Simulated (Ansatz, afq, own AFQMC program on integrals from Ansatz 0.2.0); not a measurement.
**SiGeH (quartet): AFQMC on the coupled-cluster ladder at angle Si1–Ge2–H3 = 121.0°, cc-pVDZ**

How near does AFQMC come to the top of the ladder for SiGeH (quartet)?

Program: Ansatz 0.2.0, Gaussian basis, and an in-house AFQMC program (afq) on its integrals; all values are calculated. Level of theory: cc-pVDZ, frozen cores. These are calculated values, not measurements.

The runs, in order: PBE (unrestricted); r2SCAN (unrestricted); PBE0 (unrestricted); B3LYP (unrestricted); wB97M-V (unrestricted); B2PLYP (unrestricted); CCSD(T) on UHF; CCSDT(Q) on UHF; Phaseless AFQMC, CISD trial on UHF; Free-projection AFQMC, CISD trial on UHF.

3 further runs of the same task are left out: 3 that didn't finish.

## Step 1: The geometry

The geometry derives from a PBE0/def2-TZVP stationary point (not a proven minimum). One angle is set to the value named; bond lengths are kept. No spin-orbit coupling is included. The filled d shell of Ge may be among the frozen orbitals whatever the setting's name suggests; the logs give the count.

3 atoms, charge 0, spin multiplicity 4.

Atoms are counted from 1 here; the program's logs count them from 0.

Bond lengths: Si1–Ge2 2.394 Å, Ge2–H3 1.592 Å. Angles: Si1–Ge2–H3 121.0°.

## Step 2: PBE (unrestricted)

Contents of in.yaml:

```yaml
crystal:
  periodic: [false, false, false]
  atoms:
    - {symbol: Si, position_ang: [0.000000, -0.177919, 1.732194]}
    - {symbol: Ge, position_ang: [0.000000, 0.048192, -0.651159]}
    - {symbol: H, position_ang: [0.000000, 1.484472, -1.338708]}
basis:
  gaussian: {orbitals: cc-pVDZ}
magnetization: {spin_polarized: true, initial_magnetization: 3}
hamiltonian: {xc: {name: PBE}}
output: {orbitals: {seedname: orbitals}}
```

On the command line:

```console
ansatz run in.yaml --threads 1 --pin off --events-out ev --progress --plain --max-ram 1382MiB
```

The program printed:

```text
Functional definition: PBE
  name "PBE"
  cite "Perdew, Burke & Ernzerhof, Phys. Rev. Lett. 77, 3865 (1996) doi:10.1103/PhysRevLett.77.3865"
  parent pbe
  parameter kappa = 0.804
  parameter beta = 0.06672455060314922
  exchange = pbe_x(kappa = kappa, mu = beta*pi^2/3)
  correlation = pbe_c(beta = beta)
556 factors; integrals over basis functions are off by at most 1.2e-3 eV
mean field evaluation 1: about -64394.7336 eV, gradient 7.1e0 eV
mean field evaluation 2: about -64394.9486 eV, gradient 4.8e0 eV
mean field evaluation 4: about -64395.1627 eV, gradient 1.4e0 eV
mean field evaluation 8: about -64395.1810 eV, gradient 1.2e-2 eV
mean field evaluation 16: about -64394.0826 eV, gradient 4.1e0 eV
mean field evaluation 32: about -64395.0533 eV, gradient 1.3e0 eV
mean field -64395.18096421 eV, -2366.4792518132 hartree, gradient 1.9e-5 eV, S^2 3.752620; 5 other end points of the search recorded, 0 dependent functions left out
reference -64395.18099490 eV, -2366.4792529411 hartree; 25, 22 occupied and 25, 28 virtual orbitals, 556 factors
Total energy: -64395.18099490 eV, -2366.4792529411 hartree
```

Wall time 2.5 s (1 thread of Arm Neoverse V2, shared host).

From the report: ⟨S²⟩ of the determinant 3.753 (pure quartet: 3.75).

## Step 3: r2SCAN (unrestricted)

Edit in.yaml of step 2 so:

```diff
@@ -9,3 +9,2 @@
 magnetization: {spin_polarized: true, initial_magnetization: 3}
-hamiltonian: {xc: {name: PBE}}
-output: {orbitals: {seedname: orbitals}}
+hamiltonian: {xc: {name: r2SCAN}}
```

The command is unchanged.

The program printed, cut to the lines that bear on the results:

```text
Functional definition: r2SCAN
  name "r2SCAN"
  cite "Furness, Kaplan, Ning, Perdew & Sun, J. Phys. Chem. Lett. 11, 8208 (2020) doi:10.1021/acs.jpclett.0c02405"
  cite "Furness, Kaplan, Ning, Perdew & Sun, J. Phys. Chem. Lett. 11, 9248 (2020) doi:10.1021/acs.jpclett.0c03077"
  parent r2scan
[...]
556 factors; integrals over basis functions are off by at most 1.2e-3 eV
[...]
mean field -64406.62598831 eV, -2366.8998486914 hartree, gradient 4.5e-5 eV, S^2 3.756220; 5 other end points of the search recorded, 0 dependent functions left out
reference -64406.62599818 eV, -2366.8998490539 hartree; 25, 22 occupied and 25, 28 virtual orbitals, 556 factors
Total energy: -64406.62599818 eV, -2366.8998490539 hartree
```

It took 6.5 s on 1 thread of Arm Neoverse V2, shared host.

From the report: ⟨S²⟩ of the determinant 3.756 (pure quartet: 3.75).

## Step 4: PBE0 (unrestricted)

Edit in.yaml of step 3 so:

```diff
@@ -9,2 +9,3 @@
 magnetization: {spin_polarized: true, initial_magnetization: 3}
-hamiltonian: {xc: {name: r2SCAN}}
+hamiltonian: {xc: {name: PBE0}}
+output: {orbitals: {seedname: orbitals}}
```

Same command.

The program printed:

```text
Functional definition: PBE0
  name "PBE0"
  cite "Adamo & Barone, J. Chem. Phys. 110, 6158 (1999) doi:10.1063/1.478522"
  cite "Perdew, Burke & Ernzerhof, Phys. Rev. Lett. 77, 3865 (1996) doi:10.1103/PhysRevLett.77.3865"
  parent pbe
  parameter a = 0.25
  parameter kappa = 0.804
  parameter beta = 0.06672455060314922
  exchange = (1 - a)*pbe_x(kappa = kappa, mu = beta*pi^2/3) + a*exact_x
  correlation = pbe_c(beta = beta)
556 factors; integrals over basis functions are off by at most 1.2e-3 eV
mean field evaluation 1: about -64397.0126 eV, gradient 4.8e0 eV
mean field evaluation 2: about -64397.2194 eV, gradient 2.1e0 eV
mean field evaluation 4: about -64397.2687 eV, gradient 5.5e-1 eV
mean field evaluation 8: about -64397.2823 eV, gradient 4.6e-2 eV
mean field evaluation 16: about -64397.2825 eV, gradient 3.7e-4 eV
mean field -64397.28247230 eV, -2366.5564808114 hartree, gradient 2.0e-5 eV, S^2 3.754451; 2 other end points of the search recorded, 0 dependent functions left out
reference -64397.28249534 eV, -2366.5564816581 hartree; 25, 22 occupied and 25, 28 virtual orbitals, 556 factors
Total energy: -64397.28249534 eV, -2366.5564816581 hartree
```

Wall time 2 s (1 thread of Arm Neoverse V2, shared host).

From the report: ⟨S²⟩ of the determinant 3.754 (pure quartet: 3.75).

## Step 5: B3LYP (unrestricted)

Edit in.yaml of step 4 so:

```diff
@@ -9,3 +9,2 @@
 magnetization: {spin_polarized: true, initial_magnetization: 3}
-hamiltonian: {xc: {name: PBE0}}
-output: {orbitals: {seedname: orbitals}}
+hamiltonian: {xc: {name: B3LYP}}
```

Same command.

The program printed, cut to the lines that bear on the results:

```text
Functional definition: B3LYP
  name "B3LYP"
  cite "Stephens, Devlin, Chabalowski & Frisch, J. Phys. Chem. 98, 11623 (1994) doi:10.1021/j100096a001"
  cite "Becke, Phys. Rev. A 38, 3098 (1988) doi:10.1103/PhysRevA.38.3098"
  cite "Lee, Yang & Parr, Phys. Rev. B 37, 785 (1988) doi:10.1103/PhysRevB.37.785"
  cite "Vosko, Wilk & Nusair, Can. J. Phys. 58, 1200 (1980) doi:10.1139/p80-159"
[...]
556 factors; integrals over basis functions are off by at most 1.2e-3 eV
[...]
mean field -64409.47273653 eV, -2367.0044647588 hartree, gradient 1.8e-5 eV, S^2 3.753013; 1 other end points of the search recorded, 0 dependent functions left out
reference -64409.47293486 eV, -2367.0044720471 hartree; 25, 22 occupied and 25, 28 virtual orbitals, 556 factors
Total energy: -64409.47293486 eV, -2367.0044720471 hartree
```

It took 2 s on 1 thread of Arm Neoverse V2, shared host.

From the report: ⟨S²⟩ of the determinant 3.753 (pure quartet: 3.75).

## Step 6: wB97M-V (unrestricted)

Edit in.yaml of step 5 so:

```diff
@@ -9,2 +9,3 @@
 magnetization: {spin_polarized: true, initial_magnetization: 3}
-hamiltonian: {xc: {name: B3LYP}}
+hamiltonian: {xc: {name: wB97M-V}}
+output: {orbitals: {seedname: orbitals}}
```

Same command.

The program printed, cut to the lines that bear on the results:

```text
Functional definition: wB97M-V
  name "wB97M-V"
  cite "Mardirossian & Head-Gordon, J. Chem. Phys. 144, 214110 (2016) doi:10.1063/1.4952647"
  cite "Becke, J. Chem. Phys. 107, 8554 (1997) doi:10.1063/1.475007"
  cite "Vydrov & Van Voorhis, J. Chem. Phys. 133, 244103 (2010) doi:10.1063/1.3521275"
  # Of w^i u^j: cxij and so on, Table III.
[...]
  gx(w, u) = 1 - cx + cx01*u + cx10*w
  gss(w, u) = css00 + css04*u^4 + css10*w + css20*w^2 + css43*w^4*u^3
  gos(w, u) = cos00 + cos10*w + (cos20 + cos21*u)*w^2 + (cos60 + cos61*u)*w^6
[...]
      + integral(e_c_pw_mod_opposite_spin*gos(b97_w_opposite, b97_u_opposite)) + vv10(b, c)
556 factors; integrals over basis functions are off by at most 1.2e-3 eV
164 factors; integrals over basis functions are off by at most 8.6e-6 eV
[...]
mean field -64403.85161838 eV, -2366.7978924770 hartree, gradient 4.0e-5 eV, S^2 3.754806; 1 other end points of the search recorded, 0 dependent functions left out
reference -64403.85164858 eV, -2366.7978935868 hartree; 25, 22 occupied and 25, 28 virtual orbitals, 556 factors
Total energy: -64403.85164858 eV, -2366.7978935868 hartree
```

Run time: 9.5 s. Hardware: 1 thread of Arm Neoverse V2, shared host.

From the report: ⟨S²⟩ of the determinant 3.755 (pure quartet: 3.75).

## Step 7: B2PLYP (unrestricted)

Edit in.yaml of step 6 so:

```diff
@@ -9,3 +9,3 @@
 magnetization: {spin_polarized: true, initial_magnetization: 3}
-hamiltonian: {xc: {name: wB97M-V}}
-output: {orbitals: {seedname: orbitals}}
+hamiltonian: {xc: {name: B2PLYP}}
+correlation: {electrons: outside_noble_gas}
```

The command is unchanged.

The program printed, cut to the lines that bear on the results:

```text
Functional definition: B2PLYP
  name "B2PLYP"
  cite "Grimme, J. Chem. Phys. 124, 034108 (2006) doi:10.1063/1.2148954"
  cite "Becke, Phys. Rev. A 38, 3098 (1988) doi:10.1103/PhysRevA.38.3098"
  cite "Lee, Yang & Parr, Phys. Rev. B 37, 785 (1988) doi:10.1103/PhysRevB.37.785"
[...]
556 factors; integrals over basis functions are off by at most 1.2e-3 eV
[...]
mean field -64391.57767919 eV, -2366.3468335312 hartree, gradient 4.3e-6 eV, S^2 3.757364; 2 other end points of the search recorded, 0 dependent functions left out
19 core orbitals not correlated: weight in the atoms' cores, before any rotation towards them, 0.999 or more for the frozen orbitals, at most 0.000 for the correlated occupied ones
reference -64391.57780546 eV, -2366.3468381716 hartree; 6, 3 occupied and 25, 28 virtual orbitals, 556 factors
second order -4.62012132 eV of doubles, -0.00000000 eV of singles
Total energy: -64392.82523822 eV, -2366.3926804799 hartree
```

Wall time 2.4 s (1 thread of Arm Neoverse V2, shared host).

From the report: ⟨S²⟩ of the determinant 3.757 (pure quartet: 3.75).

## Step 8: CCSD(T) on UHF

Edit in.yaml of step 7 so:

```diff
@@ -9,3 +9,2 @@
 magnetization: {spin_polarized: true, initial_magnetization: 3}
-hamiltonian: {xc: {name: B2PLYP}}
-correlation: {electrons: outside_noble_gas}
+correlation: {method: ccsd_t, electrons: outside_noble_gas, hamiltonian_folder: ham}
```

Launched as before.

The program printed, cut to the lines that bear on the results:

```text
Functional definition: HF
  name "HF"
  cite "Fock, Z. Phys. 61, 126 (1930) doi:10.1007/BF01340294"
  parent pbe
[...]
556 factors; integrals over basis functions are off by at most 1.2e-3 eV
[...]
mean field -64348.19357696 eV, -2364.7524971809 hartree, gradient 5.8e-6 eV, S^2 3.766455; 15 other end points of the search recorded, 0 dependent functions left out
determinant -64348.19357696 eV, -2364.7524971809 hartree, with singles and doubles -64352.60626771 eV, -2364.9146605753 hartree
determinant -64347.64280883 eV, -2364.7322568256 hartree, with singles and doubles -64351.76785510 eV, -2364.8838494802 hartree
determinant -64346.23381510 eV, -2364.6804772610 hartree, with singles and doubles -64350.51244351 eV, -2364.8377139550 hartree
determinant -64346.06984457 eV, -2364.6744514554 hartree, with singles and doubles -64350.13842828 eV, -2364.8239691487 hartree
determinant -64345.61761042 eV, -2364.6578321569 hartree, with singles and doubles -64350.37706228 eV, -2364.8327387864 hartree
determinant -64345.21159183 eV, -2364.6429112489 hartree, with singles and doubles -64350.04322638 eV, -2364.8204705437 hartree
19 core orbitals not correlated: weight in the atoms' cores, before any rotation towards them, 1.000 or more for the frozen orbitals, at most 0.000 for the correlated occupied ones
reference -64348.19357696 eV, -2364.7524971809 hartree; 6, 3 occupied and 25, 28 virtual orbitals, 556 factors
second order -3.43575769 eV of doubles, -0.00000000 eV of singles
cycle   1  -4.41276478 eV  change   -7.4e-5 eV  update   2.9e-3
[...]
cycle   9  -4.41518329 eV  change   -4.7e-6 eV  update   6.8e-6
perturbative correction -0.18024969 eV, -0.0066240538 hartree
Total energy: -64352.78900993 eV, -2364.9213762280 hartree
```

Wall time 6.5 s (1 thread of Arm Neoverse V2, shared host).

From the report: ⟨S²⟩ of the determinant 3.766 (pure quartet: 3.75); correlation -4.5954 eV; T1 0.040; largest double amplitude 0.09.

This run also writes the integrals to the folder ham.

## Step 9: CCSDT(Q) on UHF

Edit in.yaml of step 8 so:

```diff
@@ -9,2 +9,2 @@
 magnetization: {spin_polarized: true, initial_magnetization: 3}
-correlation: {method: ccsd_t, electrons: outside_noble_gas, hamiltonian_folder: ham}
+correlation: {method: ccsdt_q, electrons: outside_noble_gas}
```

Same command.

The program printed, cut to the lines that bear on the results:

```text
Functional definition: HF
  name "HF"
  cite "Fock, Z. Phys. 61, 126 (1930) doi:10.1007/BF01340294"
  parent pbe
[...]
971 factors; integrals over basis functions are off by at most 1.4e-7 eV
[...]
mean field -64348.19365313 eV, -2364.7524999804 hartree, gradient 3.1e-6 eV, S^2 3.766456; 15 other end points of the search recorded, 0 dependent functions left out
determinant -64348.19365313 eV, -2364.7524999804 hartree, with singles and doubles -64352.60634805 eV, -2364.9146635277 hartree
determinant -64347.64288638 eV, -2364.7322596757 hartree, with singles and doubles -64351.76793647 eV, -2364.8838524703 hartree
determinant -64346.23389294 eV, -2364.6804801217 hartree, with singles and doubles -64350.51249214 eV, -2364.8377157420 hartree
determinant -64346.06993553 eV, -2364.6744547982 hartree, with singles and doubles -64350.13886194 eV, -2364.8239850857 hartree
determinant -64345.61769076 eV, -2364.6578351092 hartree, with singles and doubles -64350.37713852 eV, -2364.8327415884 hartree
determinant -64345.21166506 eV, -2364.6429139399 hartree, with singles and doubles -64350.04330871 eV, -2364.8204735692 hartree
19 core orbitals not correlated: weight in the atoms' cores, before any rotation towards them, 1.000 or more for the frozen orbitals, at most 0.000 for the correlated occupied ones
reference -64348.19365313 eV, -2364.7524999804 hartree; 6, 3 occupied and 25, 28 virtual orbitals, 971 factors
second order -3.43577452 eV of doubles, -0.00000000 eV of singles
cycle   1  -4.07876545 eV  change   -6.4e-1 eV  update   9.1e-2
[...]
cycle  19  -4.64559749 eV  change   -8.1e-7 eV  update   9.1e-7
perturbative correction -0.01303539 eV, -0.0004790419 hartree
Total energy: -64352.85228602 eV, -2364.9237015813 hartree
```

It took 18 s on 1 thread of Arm Neoverse V2, shared host.

From the report: ⟨S²⟩ of the determinant 3.766 (pure quartet: 3.75); correlation -4.6586 eV; T1 0.047; largest double amplitude 0.12.

## Step 10: Phaseless AFQMC, CISD trial on UHF

It reads the integrals that the CCSD(T) run on this determinant wrote.

On the command line:

```console
afq ham --method phaseless --trial cisd --walkers 60 --populations 1 --least-time 40 --time-step 0.005 --steps-per-block 50 --equilibration-blocks 28 --max-blocks 300 --target-error 0.00036 --factor-cut 1e-05 --start spin_pure --seed 110 --release-times 0.24,0.51,0.99,1.62,2.4 --release-step 0.03 --release-every 4 --taylor-order 6
```

The program printed:

```text
orbitals 31  electrons 6 3  factors 237 of 556
reference energy -2364.75249718 Eh
CCSD correlation -0.16225527 Eh in 15 cycles, weight of the determinant in the CISD state 0.8455
energy of the start -2364.914380 Eh
 block  time / (1/Eh)  mean weight  energy / Eh
     1     0.250  1.0004  -2364.912629
     2     0.500  1.0009  -2364.912730
     3     0.750  1.0004  -2364.913981
     4     1.000  1.0011  -2364.914637
     5     1.250  1.0007  -2364.915945
     6     1.500  0.9983  -2364.918310
     7     1.750  0.9994  -2364.920126
     8     2.000  1.0015  -2364.919802
     9     2.250  1.0007  -2364.919089
    10     2.500  0.9998  -2364.920582
    13     3.250  1.0002  -2364.919783
    19     4.750  0.9989  -2364.921459
    25     6.250  0.9994  -2364.919940
    31     7.750  1.0001  -2364.918367
    37     9.250  0.9999  -2364.919168
    43    10.750  0.9992  -2364.920225
    49    12.250  0.9998  -2364.922491
    55    13.750  1.0015  -2364.923356
    61    15.250  1.0003  -2364.920173
    67    16.750  1.0011  -2364.923193
    73    18.250  0.9995  -2364.918521
    79    19.750  0.9989  -2364.924393
    85    21.250  1.0002  -2364.920003
    91    22.750  1.0009  -2364.922562
    97    24.250  0.9992  -2364.925838
   103    25.750  1.0001  -2364.924918
   109    27.250  0.9993  -2364.928033
   115    28.750  0.9991  -2364.925477
   121    30.250  0.9999  -2364.920217
   127    31.750  1.0007  -2364.920701
   133    33.250  1.0008  -2364.924949
   139    34.750  1.0011  -2364.920864
   145    36.250  0.9996  -2364.922669
   151    37.750  1.0005  -2364.925094
   157    39.250  1.0009  -2364.922736
   163    40.750  1.0012  -2364.918809
   169    42.250  1.0004  -2364.922175
   175    43.750  1.0001  -2364.929568
   181    45.250  1.0005  -2364.919093
   187    46.750  0.9996  -2364.922638
   193    48.250  0.9997  -2364.920382
   199    49.750  1.0005  -2364.922079
   205    51.250  1.0009  -2364.918819
   211    52.750  0.9986  -2364.918001
   217    54.250  1.0007  -2364.928045
   223    55.750  0.9981  -2364.925408
   229    57.250  0.9996  -2364.916627
   235    58.750  1.0013  -2364.920738
   241    60.250  1.0005  -2364.916999
   247    61.750  0.9990  -2364.920139
   253    63.250  1.0002  -2364.920791
   259    64.750  0.9997  -2364.919993
   265    66.250  1.0004  -2364.922629
   271    67.750  1.0008  -2364.921081
   277    69.250  0.9991  -2364.921600
blocks merged  error / Eh  count
     1  0.000193  250
     2  0.000251  125
     4  0.000311  62
     8  0.000352  31
    16  0.000462  15
released: time / (1/Eh)  energy / Eh  error  mean overlap
  0.24  -2364.922723  0.000417  0.9974
  0.51  -2364.922812  0.000331  1.0022
  0.99  -2364.922677  0.000366  1.0116
  1.62  -2364.923276  0.000328  1.0127
  2.40  -2364.923589  0.000484  1.0226
energy -2364.922319 +/- 0.000352 Eh
```

Wall time 3 min (1 thread of Arm Neoverse V2, shared host).

Energy -64352.8147 ± 0.0096 eV. Caveats: constraint bias not in the error. The error still grows with block length (0.0085 to 0.0126 eV), so the bar may be too small.

## Step 11: Free-projection AFQMC, CISD trial on UHF (settings varied)

It reads the integrals that the CCSD(T) run on this determinant wrote.

On the command line:

```console
afq ham --method free --trial cisd --walkers 200 --time-step 0.08 --max-blocks 60 --target-error 0.00072 --factor-cut 0.0001 --seed 8639 --times 0.0,0.4,0.8,1.6,2.4 --taylor-order 6
```

The program printed:

```text
orbitals 31  electrons 6 3  factors 188 of 556
reference energy -2364.75249718 Eh
CCSD correlation -0.16225379 Eh in 15 cycles, weight of the determinant in the CISD state 0.8455
repeat  energy at the last time / Eh  error
    10  -2364.923673  0.000338
    20  -2364.923121  0.000307
    30  -2364.922974  0.000260
time / (1/Eh)  energy / Eh  error  mean overlap
  0.00  -2364.914823  0.000095  1.1833
  0.40  -2364.918890  0.000111  1.1817
  0.80  -2364.920846  0.000164  1.1819
  1.60  -2364.922362  0.000157  1.1782
  2.40  -2364.922921  0.000256  1.1691
energy -2364.922921 +/- 0.000256 Eh
```

It took 59 s on 1 thread of Arm Neoverse V2, shared host.

Energy -64352.8311 ± 0.0070 eV. Caveats: remainder of the start not in the error.

## Step 12: All levels side by side

On the UHF determinant, counted from CCSDT(Q) (a yardstick, not exact):

```
                                                    level  energy (eV)  from CCSDT(Q) (kcal/mol)  statistical error (kcal/mol)   time
                                                       HF  -64348.1936                   +107.43                                     
                                                      MP2  -64351.6293                    +28.20                                     
                                                     CCSD  -64352.6088                     +5.62                                     
                                                  CCSD(T)  -64352.7890                     +1.46                                     
                                                 CCSDT(Q)  -64352.8523                      0.00                                     
      Phaseless AFQMC, CISD trial, step 0.005, 60 walkers  -64352.8147                     +0.87                          0.22  3 min
Free-projection AFQMC, CISD trial, step 0.08, 200 walkers  -64352.8311                     +0.49                          0.16   59 s
```

The functionals' totals stand on their own zeros and serve differences with other points: PBE -64395.181 eV; r2SCAN -64406.626 eV; PBE0 -64397.282 eV; B3LYP -64409.473 eV; wB97M-V -64403.852 eV; B2PLYP -64392.825 eV.

## Step 13: Summary of results

```
                                        quantity                  value
                    CCSD(T) on UHF from CCSDT(Q)         +1.46 kcal/mol
Phaseless AFQMC, CISD trial on UHF from CCSDT(Q)  +0.87 ± 0.22 kcal/mol
```

What this shows: On UHF the phaseless walk with the CISD trial lies +0.87 kcal/mol from CCSDT(Q), 4 times its error bar. Error bars are statistical and leave out the constraint, the time step and what remains of the start.
